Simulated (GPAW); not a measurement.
# Ge3Pd (Pm-3m) in GPAW: a series of runs, part 2 of 2

GPAW 26.7.0. Earlier steps stand in the parts before.

## 3. Band structure, PBEsol, spin-orbit coupling, no magnetisation

File run.py:

```python
import numpy as np
from ase import Atoms
from ase.dft.bandgap import bandgap
from ase.io import write
from ase.units import GPa
from gpaw import GPAW, PW, setup_paths
from gpaw.spinorbit import soc_eigenstates

setup_paths.insert(0, '.')

atoms = Atoms(['Pd', 'Ge', 'Ge', 'Ge'],
              cell=[[4.142023, 0.0, 0.0],
                    [0.0, 4.142023, 0.0],
                    [0.0, 0.0, 4.142023]],
              scaled_positions=[[0.0, 0.0, 0.0],
                                [0.5, 0.5, 0.0],
                                [0.5, 0.0, 0.5],
                                [0.0, 0.5, 0.5]],
              pbc=True)

calc = GPAW(mode=PW(600),
            xc='PBEsol',
            kpts={'size': (7, 7, 7), 'gamma': True},
            occupations={'name': 'fermi-dirac', 'width': 0.05},
            nbands=27,
            convergence={'density': 1e-05, 'energy': 1e-05},
            maxiter=150,
            txt='gpaw.txt')
atoms.calc = calc
energy = atoms.get_potential_energy()
forces = atoms.get_forces()
stress = atoms.get_stress()
calc.write('gs.gpw')
write('result.traj', atoms)
print(f'Energy: {energy:.6f} eV')
print('Forces (eV/A):')
print(forces.round(4))
print('Stress (GPa):', (stress / GPa).round(3))
print('Fermi level:', round(calc.get_fermi_level(), 4), 'eV')
print(f'Gap: {bandgap(calc)[0]:.4f} eV, direct: {bandgap(calc, direct=True)[0]:.4f} eV')

path = atoms.cell.bandpath('GXMGRX,MR', npoints=80, eps=1e-4)
bs_calc = calc.fixed_density(kpts=path, symmetry='off', nbands=43,
                             convergence={'bands': 'CBM+6.0', 'eigenstates': 1e-6}, txt='bands.txt')
bs = bs_calc.band_structure()
bs.write('bs.json')
print(f'Gap on the path: {bandgap(bs_calc)[0]:.4f} eV')

soc = soc_eigenstates(bs_calc, theta=0, phi=0)
np.savetxt('soc_bands.dat', soc.eigenvalues(), fmt='%.4f')
mesh = soc_eigenstates('gs.gpw', theta=0, phi=0)
np.savetxt('soc_mesh.dat', mesh.eigenvalues(), fmt='%.4f')
print('Fermi level with spin-orbit coupling:', round(mesh.fermi_level, 4), 'eV')
```

Potentials or basis: PAW data sets generated in the run's folder for this functional, pw.

Started as:

```
$ gpaw-setup -f PBEsol Ge Pd
$ OMP_NUM_THREADS=1 python run.py
```

gpaw.txt:

```text
__  _  _
 | _ |_)|_||  |
 |__||  | ||/\| - 26.7.0

Input parameters:
  mode=PW(ecut=600.0),
  convergence={'density': 1e-05, 'energy': 1e-05},
  kpts=MonkhorstPack(size=(7, 7, 7), gamma=True),
  maxiter=150,
  nbands=27,
  occupations=Occupations(name='fermi-dirac', width=0.05),
  xc=XC(name='PBEsol')

Diagonalizing LCAO Hamiltonian
Converting LCAO to pw mode
    .---------.
   /|         |
  / |         |
 *  |         |
 |Ge|         |
 |  .---------.
 | /  Ge     /
 |/    Ge   /
 Pd--------*

Atoms  # Å, Bohr magnetons
|   | symbol |        x |        y |        z |    initial magnetic moments |
|---|--------|----------|----------|----------|-----------------------------|
| 0 |     Pd | 0.000000 | 0.000000 | 0.000000 | ( 0.0000,  0.0000,  0.0000) |
| 1 |     Ge | 2.071012 | 2.071012 | 0.000000 | ( 0.0000,  0.0000,  0.0000) |
| 2 |     Ge | 2.071012 | 0.000000 | 2.071012 | ( 0.0000,  0.0000,  0.0000) |
| 3 |     Ge | 0.000000 | 2.071012 | 2.071012 | ( 0.0000,  0.0000,  0.0000) |

Unit cell  # Å
| periodic |        x |        y |        z |  lengths |    angles |
|----------|----------|----------|----------|----------|-----------|
|      yes | 4.142023 | 0.000000 | 0.000000 | 4.142023 | 90.000000 |
|      yes | 0.000000 | 4.142023 | 0.000000 | 4.142023 | 90.000000 |
|      yes | 0.000000 | 0.000000 | 4.142023 | 4.142023 | 90.000000 |

Number of symmetries: 48
Symmetry operations  # r_c * U_cc + t_c -> r_c
|    | kind |            matrix            |
|----|------|------------------------------|
|  0 |  E   |  1, 0, 0,  0, 1, 0,  0, 0, 1 |
|  1 |  σ   |  1, 0, 0,  0, 1, 0,  0, 0,-1 |
|  2 |  σ   |  1, 0, 0,  0, 0, 1,  0, 1, 0 |
|  3 |  C4  |  1, 0, 0,  0, 0, 1,  0,-1, 0 |
|  4 |  C4  |  1, 0, 0,  0, 0,-1,  0, 1, 0 |
|  5 |  σ   |  1, 0, 0,  0, 0,-1,  0,-1, 0 |
|  6 |  σ   |  1, 0, 0,  0,-1, 0,  0, 0, 1 |
|  7 |  C2  |  1, 0, 0,  0,-1, 0,  0, 0,-1 |
|  8 |  σ   |  0, 1, 0,  1, 0, 0,  0, 0, 1 |
|  9 |  C2  |  0, 1, 0,  1, 0, 0,  0, 0,-1 |
| 10 |  C3  |  0, 1, 0,  0, 0, 1,  1, 0, 0 |
| 11 |  S6  |  0, 1, 0,  0, 0, 1, -1, 0, 0 |
| 12 |  S6  |  0, 1, 0,  0, 0,-1,  1, 0, 0 |
| 13 |  C3  |  0, 1, 0,  0, 0,-1, -1, 0, 0 |
| 14 |  C4  |  0, 1, 0, -1, 0, 0,  0, 0, 1 |
| 15 |  S4  |  0, 1, 0, -1, 0, 0,  0, 0,-1 |
| 16 |  C3  |  0, 0, 1,  1, 0, 0,  0, 1, 0 |
| 17 |  S6  |  0, 0, 1,  1, 0, 0,  0,-1, 0 |
| 18 |  σ   |  0, 0, 1,  0, 1, 0,  1, 0, 0 |
| 19 |  C4  |  0, 0, 1,  0, 1, 0, -1, 0, 0 |
| 20 |  C2  |  0, 0, 1,  0,-1, 0,  1, 0, 0 |
| 21 |  S4  |  0, 0, 1,  0,-1, 0, -1, 0, 0 |
| 22 |  S6  |  0, 0, 1, -1, 0, 0,  0, 1, 0 |
| 23 |  C3  |  0, 0, 1, -1, 0, 0,  0,-1, 0 |
| 24 |  S6  |  0, 0,-1,  1, 0, 0,  0, 1, 0 |
| 25 |  C3  |  0, 0,-1,  1, 0, 0,  0,-1, 0 |
| 26 |  C4  |  0, 0,-1,  0, 1, 0,  1, 0, 0 |
| 27 |  σ   |  0, 0,-1,  0, 1, 0, -1, 0, 0 |
| 28 |  S4  |  0, 0,-1,  0,-1, 0,  1, 0, 0 |
| 29 |  C2  |  0, 0,-1,  0,-1, 0, -1, 0, 0 |
| 30 |  C3  |  0, 0,-1, -1, 0, 0,  0, 1, 0 |
| 31 |  S6  |  0, 0,-1, -1, 0, 0,  0,-1, 0 |
| 32 |  C4  |  0,-1, 0,  1, 0, 0,  0, 0, 1 |
| 33 |  S4  |  0,-1, 0,  1, 0, 0,  0, 0,-1 |
| 34 |  S6  |  0,-1, 0,  0, 0, 1,  1, 0, 0 |
| 35 |  C3  |  0,-1, 0,  0, 0, 1, -1, 0, 0 |
| 36 |  C3  |  0,-1, 0,  0, 0,-1,  1, 0, 0 |
| 37 |  S6  |  0,-1, 0,  0, 0,-1, -1, 0, 0 |
| 38 |  σ   |  0,-1, 0, -1, 0, 0,  0, 0, 1 |
| 39 |  C2  |  0,-1, 0, -1, 0, 0,  0, 0,-1 |
| 40 |  σ   | -1, 0, 0,  0, 1, 0,  0, 0, 1 |
| 41 |  C2  | -1, 0, 0,  0, 1, 0,  0, 0,-1 |
| 42 |  C2  | -1, 0, 0,  0, 0, 1,  0, 1, 0 |
| 43 |  S4  | -1, 0, 0,  0, 0, 1,  0,-1, 0 |
| 44 |  S4  | -1, 0, 0,  0, 0,-1,  0, 1, 0 |
| 45 |  C2  | -1, 0, 0,  0, 0,-1,  0,-1, 0 |
| 46 |  C2  | -1, 0, 0,  0,-1, 0,  0, 0, 1 |
| 47 |  i   | -1, 0, 0,  0,-1, 0,  0, 0,-1 |

BZ-sampling:
  Number of BZ points: 343
  Number of IBZ points: 20

  Monkhorst-Pack size: [7, 7, 7]
  Monkhorst-Pack shift: [0, 0, 0]

K-points  # in reciprocal-cell coordinates
|     |                                coordinates |     weight |
|-----|--------------------------------------------|------------|
|   0 | (  0.00000000,   0.00000000,   0.00000000) | 0.00291545 |
|   1 | (  0.14285714,   0.00000000,   0.00000000) | 0.01749271 |
|   2 | (  0.14285714,   0.14285714,   0.00000000) | 0.03498542 |
|   3 | (  0.14285714,   0.14285714,   0.14285714) | 0.02332362 |
|   4 | (  0.28571429,   0.00000000,   0.00000000) | 0.01749271 |
|   5 | (  0.28571429,   0.14285714,   0.00000000) | 0.06997085 |
|   6 | (  0.28571429,   0.14285714,   0.14285714) | 0.06997085 |
|   7 | (  0.28571429,   0.28571429,   0.00000000) | 0.03498542 |
|   8 | (  0.28571429,   0.28571429,   0.14285714) | 0.06997085 |
|   9 | (  0.28571429,   0.28571429,   0.28571429) | 0.02332362 |
| ... |                                            |            |
|  19 | (  0.42857143,   0.42857143,   0.42857143) | 0.02332362 |

Plane wave coefficients: 2392
Cutoff: 600.0 eV

Spin-components: 1 (collinear spins)
Bands:           27
Projectors:      21
Spin-degeneracy: 2
Datatype:        complex128

Parallelization:
  kpt:    1
  domain: 1
  band:   1

Density:
  Valence electrons: 28.0
  Components: 1
  Grid points: [24 24 24]
  Charge: 0.0  # |e|

Potential:
  Grid points: [24 24 24]

species:
  Pd:
    name:    Palladium
    Z:       46.0
    valence: 16
    core:    30
    charge:  0.0  # [|e|]
    compensation charges:
      type: gauss
      rc: 0.38  # [Å]
      lmax: 2
    cutoffs:
      filter: 2.38  # [Å]
      core: 2.28  # [Å]
    projectors
    | kind |    occ | energy [eV] | rcut [Å] |
    |------|--------|-------------|----------|
    |   5s |  0.000 |      -3.290 |    1.228 |
    |   4p |  6.000 |     -51.151 |    1.360 |
    |   5p |  0.000 |      -0.235 |    1.360 |
    |   4d | 10.000 |      -4.049 |    1.228 |
    |    s |        |      23.922 |    1.228 |
    |    d |        |      23.162 |    1.228 |

    Using partial waves for Pd as LCAO basis

  Ge:
    name:    Germanium
    Z:       32.0
    valence: 4
    core:    28
    charge:  0.0  # [|e|]
    compensation charges:
      type: gauss
      rc: 0.32  # [Å]
      lmax: 2
    cutoffs:
      filter: 1.77  # [Å]
      core: 3.42  # [Å]
    projectors
    | kind |    occ | energy [eV] | rcut [Å] |
    |------|--------|-------------|----------|
    |   4s |  2.000 |     -11.738 |    1.005 |
    |   4p |  2.000 |      -3.898 |    1.005 |
    |    s |        |      15.473 |    1.005 |
    |    p |        |      23.314 |    1.005 |
    |    d |        |       0.000 |    1.005 |

    Using partial waves for Ge as LCAO basis

Reference energy: -308327.880000  # eV

eigensolver:
  PPCG
  Converge bands: occupied
  niter=2

density mixing:
  MSR1-Mixer
  Pratt-step length: 0.05
  Maximum mixing coefficient: 0.75
  Old densities: 10
  SVD Regularization: 0.005
  Good broyden scale: 1.0
  Trust region scale: 1.0
  Backstep threshold: 4.0
  History deletion threshold: 6.0
  Fourier metric: weight=20.0, sigma=0.015

occupation numbers:
  Fermi-Dirac:
    width: 0.0500  # eV

poisson solver:
  ecut: 4800.0  # eV

xc functional:
  name: PBEsol with 2 nearest neighbor stencil

convergence criteria:
- Maximum integral of absolute [dens]ity change: 1e-05 electrons / valence electron
- Maximum [total energy] change in last 3 cyles: 1e-05 eV / valence electron
- Maximum integral of absolute [eigenst]ate change: 4e-08 eV^2 / valence electron
maximum number of iterations: 150

SCF iterations
|iter     | |      energy | eigst |  dens |
|---------|-|-------------|-------|-------|
|iter:   1| |  -22.463809 | +0.38 |       |
|iter:   2| |  -20.363392 | -1.40 | -0.80 |
|iter:   3| |  -19.347410 | -1.24 | -1.03 |
|iter:   4| |  -19.259396 | -2.28 | -1.38 |
|iter:   5| |  -19.221007 | -2.28 | -1.58 |
|iter:   6| |  -19.213040 | -3.60 | -2.17 |
|iter:   7| |  -19.211279 | -3.81 | -2.51 |
|iter:   8| |  -19.211275 | -5.70 | -3.24 |
|iter:   9| |  -19.211283c| -6.02 | -3.61 |
|iter:  10| |  -19.211284c| -7.48c| -4.51 |
|iter:  11| |  -19.211283c| -7.69c| -5.08c|

Converged in 11 steps
Energy contributions relative to reference atoms: (reference = -308327.880000)

Energy contributions:
  Kinetic:          14.623679
  Coulomb:         -17.526944
  Zero:             -0.208502
  External:          0.000000
  Xc:              -16.090803
  Entropy:          -0.017426
  Spinorbit:         0.000000
  ----------------------------
  Free energy:     -19.219996
  Extrapolated:    -19.211283

dipole moment: (-25.787649, -25.787649, -25.787649)  # |e|*Ang

Fermi level: 8.279
Eigenvalues  # (at kpt = [0.000, 0.000, 0.000])
| band index |      eig [eV] | occ [0-2] |
|------------|---------------|-----------|
|          0 |       -41.689 |     2.000 |
|        ... |               |           |
|          6 |         4.797 |     2.000 |
|          7 |         4.797 |     2.000 |
|          8 |         4.797 |     2.000 |
|          9 |         5.631 |     2.000 |
|         10 |         5.631 |     2.000 |
|         11 |         5.631 |     2.000 |
[... 8 lines left out ...]
|         20 |        13.900 |     0.000 |
|         21 |        17.196 |     0.000 |
|        ... |               |           |
|         26 |        18.956 |     0.000 |

No gap
No difference between direct/indirect transitions

Forces  # eV/Ang
|       x |       y |        z |
|---------|---------|----------|
| 0.00000 | 0.00000 | -0.00000 |  # Pd   0
| 0.00000 | 0.00000 |  0.00000 |  # Ge   1
| 0.00000 | 0.00000 |  0.00000 |  # Ge   2
| 0.00000 | 0.00000 |  0.00000 |  # Ge   3

Stress tensor  # eV/Ang^3
|        x |        y |        z |
|----------|----------|----------|
| 0.029951 | 0.000000 | 0.000000 |
| 0.000000 | 0.029951 | 0.000000 |
| 0.000000 | 0.000000 | 0.029951 |

# Writing to gs.gpw (mode='')
```

It took 1.9 min on 1 thread of Arm Neoverse V1, shared host; peak memory 0.45 GiB.

Results:

| Item | Value |
| --- | --- |
| Free energy | -19.2200 eV |
| Pressure | -4.8 GPa |
| Band gap along the path | none (metal or under the smearing width) |

Levels at the corners of the path, in eV from the Fermi level:
| point | band 26 | band 27 | band 28 | band 29 | band 30 | band 31 |
| --- | --- | --- | --- | --- | --- | --- |
| Γ | -1.52 | -1.52 | -1.52 | 0.81 | 0.81 | 2.94 |
| X | -0.22 | -0.01 | -0.01 | 0.00 | 0.00 | 0.35 |
| M | -0.14 | 0.07 | 0.07 | 0.94 | 0.94 | 0.98 |
| Γ | -1.52 | -1.52 | -1.52 | 0.81 | 0.81 | 2.94 |
| R | -1.58 | -1.58 | -1.58 | -1.38 | -1.38 | -0.36 |
| X | -0.22 | -0.01 | -0.01 | 0.00 | 0.00 | 0.35 |
| M | -0.14 | 0.07 | 0.07 | 0.94 | 0.94 | 0.98 |
| R | -1.58 | -1.58 | -1.58 | -1.38 | -1.38 | -0.36 |

Caveat: spin-orbit coupling was added after a scalar SCF, so levels and gaps hold it while energy, forces, pressure and moments don't; this program's spin-orbit splittings come out too wide for heavy elements.
